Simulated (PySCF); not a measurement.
# A gas-phase reaction: ClHMgO2Zn + ClH → Cl2Zn + H2MgO2

Aim: the reaction energy of `[OH][Mg][O][Zn][Cl]` + `Cl` → `[Cl][Zn][Cl]` + `[OH][Mg][OH]`.

Computed with PySCF 2.14.0; each step states its level. No surroundings beyond the atoms listed, unless a continuum is named. Atoms count from 0, parts from 1.

## 1. Starting point

Each species was relaxed by itself at PBE0-D3(BJ)/def2-SVPD.

## 2. Energies of the species: wB97M-D3(BJ)/def2-TZVPD

What the job is given:

```
{"job": {"kind": "react", "xc": "wB97M-D3(BJ)", "basis": "def2-TZVPD"}, "charge": 0, "multiplicity": 1}
-1 ClHMgO2Zn charge 0 multiplicity 1
O     -1.727430     2.277910     0.233180
Mg    -0.713120     0.816620     0.122790
O      0.351030    -0.632220     0.083290
Zn     1.508580    -1.918340    -0.090950
Cl     2.933540    -3.474790    -0.291610
H     -2.352600     2.930820    -0.056700

-1 ClH charge 0 multiplicity 1
Cl     0.644700     0.003200     0.003140
H     -0.643470    -0.006510    -0.002200

+1 Cl2Zn charge 0 multiplicity 1
Cl     1.524710    -1.178280     0.859690
Zn    -0.000010     0.000040     0.000020
Cl    -1.524700     1.178240    -0.859700

+1 H2MgO2 charge 0 multiplicity 1
O      0.531130     0.389270    -1.667270
Mg     0.086530    -0.010460     0.016280
O     -0.182880    -0.434600     1.731580
H      0.318380     0.658370    -2.553130
H     -0.753150    -0.602580     2.472540
```

With the program's defaults for keys left out, this is: wB97M-D3(BJ)/def2-TZVPD reaction energy of separated species, gas phase.

Launch:

```
$ OMP_NUM_THREADS=1 python cluster_run.py task.json out
```

This one command runs all jobs of the session in turn.

Output:

```text
species 1 (ClHMgO2Zn)
coarse grid: 32824 points
cycle   1  E = -2590.7677313761  dE =  7.484e-03  |g| = 1.479e+00  |ddm| = 3.424e+00
cycle   2  E = -2590.3109436793  dE =  4.568e-01  |g| = 2.397e+00  |ddm| = 4.882e+00
cycle   3  E = -2591.1198119434  dE = -8.089e-01  |g| = 1.642e-01  |ddm| = 2.598e+00
cycle   4  E = -2591.1235129538  dE = -3.701e-03  |g| = 1.085e-01  |ddm| = 2.481e-01
cycle   5  E = -2591.1255880587  dE = -2.075e-03  |g| = 2.034e-02  |ddm| = 1.115e-01
cycle   6  E = -2591.1256860204  dE = -9.796e-05  |g| = 9.548e-03  |ddm| = 2.746e-02
cycle   7  E = -2591.1257093132  dE = -2.329e-05  |g| = 4.899e-03  |ddm| = 2.354e-02
cycle   8  E = -2591.1257128438  dE = -3.531e-06  |g| = 1.120e-03  |ddm| = 5.972e-03
final grid: 64104 points
cycle   9  E = -2591.1256084556  dE = -6.257e-07  |g| = 1.318e-03  |ddm| = 4.885e-03
cycle  10  E = -2591.1256083866  dE =  6.905e-08  |g| = 1.907e-03  |ddm| = 1.965e-03
cycle  11  E = -2591.1256087163  dE = -3.297e-07  |g| = 2.169e-04  |ddm| = 9.444e-04
cycle  12  E = -2591.1256087253  dE = -8.972e-09  |g| = 8.848e-05  |ddm| = 2.633e-04
cycle  13  E = -2591.1256087302  dE = -4.893e-09  |g| = 4.206e-05  |ddm| = 2.941e-04
cycle  14  E = -2591.1256087306  dE = -4.302e-10  |g| = 6.477e-06  |ddm| = 8.878e-05
converged SCF energy = -2591.1256087306

species 2 (ClH)
coarse grid: 8792 points
cycle   1  E = -460.8503332183  dE = -8.165e-02  |g| = 2.169e-01  |ddm| = 7.239e-01
cycle   2  E = -460.8625127434  dE = -1.218e-02  |g| = 1.397e-01  |ddm| = 2.651e-01
cycle   3  E = -460.8670521427  dE = -4.539e-03  |g| = 1.358e-02  |ddm| = 9.818e-02
cycle   4  E = -460.8670932257  dE = -4.108e-05  |g| = 3.364e-03  |ddm| = 9.545e-03
cycle   5  E = -460.8670994741  dE = -6.248e-06  |g| = 8.516e-04  |ddm| = 3.915e-03
final grid: 17120 points
cycle   6  E = -460.8670682220  dE = -3.716e-07  |g| = 3.676e-04  |ddm| = 8.893e-04
cycle   7  E = -460.8670682682  dE = -4.627e-08  |g| = 1.618e-04  |ddm| = 3.981e-04
cycle   8  E = -460.8670682748  dE = -6.574e-09  |g| = 4.221e-05  |ddm| = 1.295e-04
cycle   9  E = -460.8670682761  dE = -1.315e-09  |g| = 3.976e-06  |ddm| = 6.531e-05
cycle  10  E = -460.8670682761  dE = -3.126e-12  |g| = 8.166e-07  |ddm| = 3.314e-06
converged SCF energy = -460.8670682761

species 3 (Cl2Zn)
coarse grid: 20072 points
cycle   1  E = -2699.9629252870  dE = -1.769e-01  |g| = 8.931e-01  |ddm| = 1.553e+00
cycle   2  E = -2699.9029311428  dE =  5.999e-02  |g| = 1.474e+00  |ddm| = 1.224e+00
cycle   3  E = -2700.0633695856  dE = -1.604e-01  |g| = 9.537e-02  |ddm| = 5.203e-01
cycle   4  E = -2700.0656322358  dE = -2.263e-03  |g| = 2.483e-02  |ddm| = 1.251e-01
cycle   5  E = -2700.0657993660  dE = -1.671e-04  |g| = 5.205e-03  |ddm| = 2.385e-02
cycle   6  E = -2700.0658237805  dE = -2.441e-05  |g| = 1.402e-03  |ddm| = 1.427e-02
cycle   7  E = -2700.0658252286  dE = -1.448e-06  |g| = 6.112e-04  |ddm| = 3.685e-03
final grid: 36536 points
cycle   8  E = -2700.0656952080  dE = -1.235e-07  |g| = 5.438e-04  |ddm| = 1.042e-03
cycle   9  E = -2700.0656951962  dE =  1.182e-08  |g| = 8.681e-04  |ddm| = 3.975e-04
cycle  10  E = -2700.0656952438  dE = -4.765e-08  |g| = 5.183e-05  |ddm| = 2.426e-04
cycle  11  E = -2700.0656952454  dE = -1.532e-09  |g| = 2.868e-05  |ddm| = 9.252e-05
cycle  12  E = -2700.0656952459  dE = -4.807e-10  |g| = 3.558e-06  |ddm| = 7.807e-05
converged SCF energy = -2700.0656952459

species 4 (H2MgO2)
coarse grid: 21536 points
cycle   1  E = -351.7189136254  dE =  8.026e-02  |g| = 1.112e+00  |ddm| = 1.758e+00
cycle   2  E = -351.5692967363  dE =  1.496e-01  |g| = 1.488e+00  |ddm| = 1.267e+00
cycle   3  E = -351.9551984376  dE = -3.859e-01  |g| = 4.157e-02  |ddm| = 6.486e-01
cycle   4  E = -351.9559713562  dE = -7.729e-04  |g| = 1.483e-02  |ddm| = 6.205e-02
cycle   5  E = -351.9560586526  dE = -8.730e-05  |g| = 3.438e-03  |ddm| = 1.887e-02
cycle   6  E = -351.9560668181  dE = -8.166e-06  |g| = 8.610e-04  |ddm| = 6.430e-03
final grid: 44696 points
cycle   7  E = -351.9560386640  dE = -5.690e-07  |g| = 6.319e-04  |ddm| = 2.345e-03
cycle   8  E = -351.9560387356  dE = -7.159e-08  |g| = 7.069e-04  |ddm| = 9.872e-04
cycle   9  E = -351.9560388233  dE = -8.770e-08  |g| = 9.942e-05  |ddm| = 3.186e-04
cycle  10  E = -351.9560388366  dE = -1.331e-08  |g| = 2.319e-05  |ddm| = 3.703e-04
cycle  11  E = -351.9560388369  dE = -2.919e-10  |g| = 5.886e-06  |ddm| = 5.389e-05
converged SCF energy = -351.9560388369

Reaction energy = -18.206 kcal/mol
```

Wall time 25 s (1 thread of Arm Neoverse V2, shared host); peak memory 0.76 GiB.

Species by species (with the dispersion term, which the log's SCF energies lack):

| ν | species | energy (Eh) | HOMO (eV) |
| --- | --- | --- | --- |
| -1 | [OH][Mg][O][Zn][Cl] | -2591.12973 | -10.53 |
| -1 | Cl | -460.86761 | -11.93 |
| +1 | [Cl][Zn][Cl] | -2700.06796 | -11.53 |
| +1 | [OH][Mg][OH] | -351.95840 | -10.52 |

## 3. Reaction energy: PBE0-D3(BJ)/def2-TZVPD

The job, as its differences from that of step 2:

```diff
@@ -1,2 +1,2 @@
-{"job": {"kind": "react", "xc": "wB97M-D3(BJ)", "basis": "def2-TZVPD"}, "charge": 0, "multiplicity": 1}
+{"job": {"kind": "react", "xc": "PBE0", "basis": "def2-TZVPD", "disp": "d3bj"}, "charge": 0, "multiplicity": 1}
 -1 ClHMgO2Zn charge 0 multiplicity 1
```

Level: PBE0-D3(BJ)/def2-TZVPD reaction energy of separated species, gas phase.

Output:

```text
species 1 (ClHMgO2Zn)
coarse grid: 32824 points
cycle   1  E = -2589.8622107163  dE =  1.481e-01  |g| = 1.669e+00  |ddm| = 4.326e+00
cycle   2  E = -2587.1768421166  dE =  2.685e+00  |g| = 3.986e+00  |ddm| = 6.531e+00
cycle   3  E = -2590.2441348495  dE = -3.067e+00  |g| = 5.595e-01  |ddm| = 4.826e+00
cycle   4  E = -2590.2833627853  dE = -3.923e-02  |g| = 3.945e-01  |ddm| = 8.922e-01
cycle   5  E = -2590.3043354210  dE = -2.097e-02  |g| = 5.671e-02  |ddm| = 2.373e-01
cycle   6  E = -2590.3048946010  dE = -5.592e-04  |g| = 2.191e-02  |ddm| = 8.302e-02
cycle   7  E = -2590.3049705753  dE = -7.597e-05  |g| = 5.910e-03  |ddm| = 3.539e-02
cycle   8  E = -2590.3049758838  dE = -5.308e-06  |g| = 2.597e-03  |ddm| = 6.789e-03
final grid: 64104 points
cycle   9  E = -2590.3050079864  dE =  2.004e-06  |g| = 4.839e-03  |ddm| = 5.062e-03
cycle  10  E = -2590.3050002398  dE =  7.747e-06  |g| = 9.045e-03  |ddm| = 7.434e-03
cycle  11  E = -2590.3050112125  dE = -1.097e-05  |g| = 4.211e-04  |ddm| = 4.949e-03
cycle  12  E = -2590.3050112384  dE = -2.595e-08  |g| = 3.409e-05  |ddm| = 3.025e-04
cycle  13  E = -2590.3050112386  dE = -1.519e-10  |g| = 2.012e-05  |ddm| = 7.207e-05
converged SCF energy = -2590.3050112386

species 2 (ClH)
coarse grid: 2248 points
cycle   1  E = -460.6537841066  dE = -4.644e-02  |g| = 1.882e-01  |ddm| = 7.411e-01
cycle   2  E = -460.6558528666  dE = -2.069e-03  |g| = 1.902e-01  |ddm| = 3.151e-01
cycle   3  E = -460.6653816045  dE = -9.529e-03  |g| = 1.506e-02  |ddm| = 1.513e-01
cycle   4  E = -460.6654036616  dE = -2.206e-05  |g| = 2.693e-03  |ddm| = 7.323e-03
cycle   5  E = -460.6654052094  dE = -1.548e-06  |g| = 1.111e-03  |ddm| = 2.553e-03
final grid: 17120 points
cycle   6  E = -460.6658903335  dE = -4.429e-06  |g| = 2.164e-03  |ddm| = 7.338e-03
cycle   7  E = -460.6658903631  dE = -2.954e-08  |g| = 1.795e-03  |ddm| = 2.512e-03
cycle   8  E = -460.6658909807  dE = -6.176e-07  |g| = 1.533e-04  |ddm| = 1.363e-03
cycle   9  E = -460.6658909876  dE = -6.903e-09  |g| = 2.148e-05  |ddm| = 1.086e-04
cycle  10  E = -460.6658909877  dE = -9.857e-11  |g| = 4.933e-06  |ddm| = 1.682e-05
converged SCF energy = -460.6658909877

species 3 (Cl2Zn)
coarse grid: 20072 points
cycle   1  E = -2699.2597040610  dE = -1.429e-01  |g| = 1.023e+00  |ddm| = 1.635e+00
cycle   2  E = -2698.9965659609  dE =  2.631e-01  |g| = 2.042e+00  |ddm| = 1.880e+00
cycle   3  E = -2699.3839696336  dE = -3.874e-01  |g| = 1.098e-01  |ddm| = 1.121e+00
cycle   4  E = -2699.3859666916  dE = -1.997e-03  |g| = 3.052e-02  |ddm| = 1.459e-01
cycle   5  E = -2699.3861642139  dE = -1.975e-04  |g| = 4.173e-03  |ddm| = 2.923e-02
cycle   6  E = -2699.3861659212  dE = -1.707e-06  |g| = 1.502e-03  |ddm| = 3.363e-03
final grid: 36536 points
cycle   7  E = -2699.3861520545  dE =  1.055e-07  |g| = 1.877e-03  |ddm| = 2.499e-03
cycle   8  E = -2699.3861513145  dE =  7.400e-07  |g| = 3.360e-03  |ddm| = 3.324e-03
cycle   9  E = -2699.3861527370  dE = -1.422e-06  |g| = 5.454e-04  |ddm| = 1.779e-03
cycle  10  E = -2699.3861527791  dE = -4.211e-08  |g| = 4.994e-05  |ddm| = 2.829e-04
cycle  11  E = -2699.3861527796  dE = -5.257e-10  |g| = 1.578e-06  |ddm| = 4.908e-05
converged SCF energy = -2699.3861527796

species 4 (H2MgO2)
coarse grid: 5040 points
cycle   1  E = -351.3241462023  dE =  2.132e-01  |g| = 1.249e+00  |ddm| = 1.822e+00
cycle   2  E = -350.2685087264  dE =  1.056e+00  |g| = 2.540e+00  |ddm| = 2.003e+00
cycle   3  E = -351.6112519508  dE = -1.343e+00  |g| = 1.218e-01  |ddm| = 1.521e+00
cycle   4  E = -351.6147811911  dE = -3.529e-03  |g| = 2.344e-02  |ddm| = 9.539e-02
cycle   5  E = -351.6148775077  dE = -9.632e-05  |g| = 5.038e-03  |ddm| = 2.031e-02
cycle   6  E = -351.6148812183  dE = -3.711e-06  |g| = 2.211e-03  |ddm| = 3.228e-03
final grid: 44696 points
cycle   7  E = -351.6144957129  dE = -2.724e-05  |g| = 6.240e-03  |ddm| = 2.220e-02
cycle   8  E = -351.6144827816  dE =  1.293e-05  |g| = 1.057e-02  |ddm| = 7.919e-03
cycle   9  E = -351.6145021339  dE = -1.935e-05  |g| = 4.054e-04  |ddm| = 5.119e-03
cycle  10  E = -351.6145021580  dE = -2.404e-08  |g| = 9.004e-05  |ddm| = 3.230e-04
cycle  11  E = -351.6145021584  dE = -4.489e-10  |g| = 7.046e-05  |ddm| = 7.544e-05
cycle  12  E = -351.6145021593  dE = -8.617e-10  |g| = 5.296e-06  |ddm| = 3.565e-05
converged SCF energy = -351.6145021593

Reaction energy = -18.591 kcal/mol
```

Wall time 12 s (1 thread of Arm Neoverse V2, shared host); peak memory 0.67 GiB.

Reaction energy at this level: -18.59 kcal/mol.

## 4. Side by side

Energies in kcal/mol, with wall time:

| run | reaction | time |
| --- | --- | --- |
| wB97M-D3(BJ)/def2-TZVPD | -18.21 | 25 s |
| PBE0-D3(BJ)/def2-TZVPD | -18.59 | 12 s |

## 5. Summary of results

| quantity | value |
| --- | --- |
| reaction energy (wB97M-D3(BJ)/def2-TZVPD) | -18.21 kcal/mol |
| ΔH, ΔG at 298 K (xTB thermal terms) | -16.6, -17.9 kcal/mol |
| range of the reaction energy over the runs of this table | -18.59 to -18.21 kcal/mol |

In words: The reaction is exothermic by 16.6 kcal/mol in the gas phase; dispersion gives +0.03, and xTB itself gave -9.90 for the electronic energy (xTB energies and thermal terms come from the earlier relaxation of each species, not shown). No barrier was sought. The reaction energy runs from -18.59 (PBE0-D3(BJ)/def2-TZVPD) to -18.21 kcal/mol (wB97M-D3(BJ)/def2-TZVPD).
